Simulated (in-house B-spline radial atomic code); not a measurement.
# Pm³⁺: excited configurations

Aim: the energies of several excited configurations of Pm³⁺ above a reference configuration, each from its own self-consistent run.

Method: scalar-relativistic (spin-free one-electron X2C) B97-1, spin-polarised, spherical density, exact exchange averaged over the configuration, Fermi nucleus, basis-set limit. Code: in-house B-spline radial atomic code version 1.

### 1 The system

```
element       : promethium (Z = 61)
charge        : +3
electrons     : 58
configuration : [Xe] 4f4
Hamiltonian   : scalar-relativistic (X2C)
nucleus       : Fermi, rms radius 4.962 fm
```

Outer shells as boxes (Hund's rule):

[Xe] 4f4
```
[Xe] core
4f [↑ ][↑ ][↑ ][↑ ][  ][  ][  ]
```

Where spins are not typed, each open shell is filled with up spins first.

### 2 The base configuration

Input settings:

```ini
Z = 61
electrons = 58.0
configuration = [Xe] 4f4
hamiltonian = x2c
method = b97_1
spin_polarised = True
nucleus = fermi
rms_radius = 4.961999461404065
mass_number = 145
atomic_mass = 144.912755748
speed_of_light = 137.035999084
exact_exchange = averaged over the configuration
```

Command:

```
$ python run_scf.py task.json out
```

task.json lists these runs, among others, and the program works through them in turn.

### 3 [Kr] 4d10 4f4 5s2 5p5 6f1

The settings differ from step 2 so:

```diff
@@ -2,3 +2,3 @@
 electrons = 58.0
-configuration = [Xe] 4f4
+configuration = [Kr] 4d10 4f4 5s2 5p5 6f1
 hamiltonian = x2c
```

### 4 Configuration [Kr] 4d9 4f4 5s2 5p6 6p1

The settings differ from step 3 so:

```diff
@@ -2,3 +2,3 @@
 electrons = 58.0
-configuration = [Kr] 4d10 4f4 5s2 5p5 6f1
+configuration = [Kr] 4d9 4f4 5s2 5p6 6p1
 hamiltonian = x2c
```

### 5 Configuration [Xe] 4f3 5d1

The settings differ from step 4 so:

```diff
@@ -2,3 +2,3 @@
 electrons = 58.0
-configuration = [Kr] 4d9 4f4 5s2 5p6 6p1
+configuration = [Xe] 4f3 5d1
 hamiltonian = x2c
```

### 6 Configuration [Kr] 4d9 4f4 5s2 5p6 6d1

The settings differ from step 5 so:

```diff
@@ -2,3 +2,3 @@
 electrons = 58.0
-configuration = [Xe] 4f3 5d1
+configuration = [Kr] 4d9 4f4 5s2 5p6 6d1
 hamiltonian = x2c
```

### 7 Configuration [Kr] 4d10 4f5 5s2 5p5

The settings differ from step 6 so:

```diff
@@ -2,3 +2,3 @@
 electrons = 58.0
-configuration = [Kr] 4d9 4f4 5s2 5p6 6d1
+configuration = [Kr] 4d10 4f5 5s2 5p5
 hamiltonian = x2c
```

### 8 Configuration [Xe] 4f3 5f1

The settings differ from step 7 so:

```diff
@@ -2,3 +2,3 @@
 electrons = 58.0
-configuration = [Kr] 4d10 4f5 5s2 5p5
+configuration = [Xe] 4f3 5f1
 hamiltonian = x2c
```

Before running: How far above the reference does each configuration lie (order and size, in eV)?

**Answer**, as computed:

| net move | configuration | 2|M_S|+1 | energy above the reference (eV) | largest <r> (bohr) |
| --- | --- | --- | --- | --- |
| 4f → 5d | [Xe] 4f3 5d1 | 5 | 10.332 | 2.12 |
| 5p → 4f | [Kr] 4d10 4f5 5s2 5p5 | 7 | 16.566 | 1.66 |
| 4f → 5f | [Xe] 4f3 5f1 | 5 | 27.684 | 4.27 |
| 5p → 6f | [Kr] 4d10 4f4 5s2 5p5 6f1 | 7 | 45.141 | 7.44 |
| 4d → 6p | [Kr] 4d9 4f4 5s2 5p6 6p1 | 7 | 139.95 | 3.64 |
| 4d → 6d | [Kr] 4d9 4f4 5s2 5p6 6d1 | 7 | 146.54 | 4.80 |

What this shows: The lowest of them is 4f → 5d at 10.332 eV and the highest 4d → 6d at 146.54 eV. 2 of them lie more than 60 % above minus the reference's highest level (35.149 eV), in the range where a state can decay by emitting an electron. Two partly filled shells share a symmetry and can mix in the average, which may lower the energy, for: 4f → 5f; 5p → 6f. The reference has 2|M_S|+1 = 5; 4 of the configurations differ from it in spin. These are spherical averages at the typed spins, not spectroscopic levels.
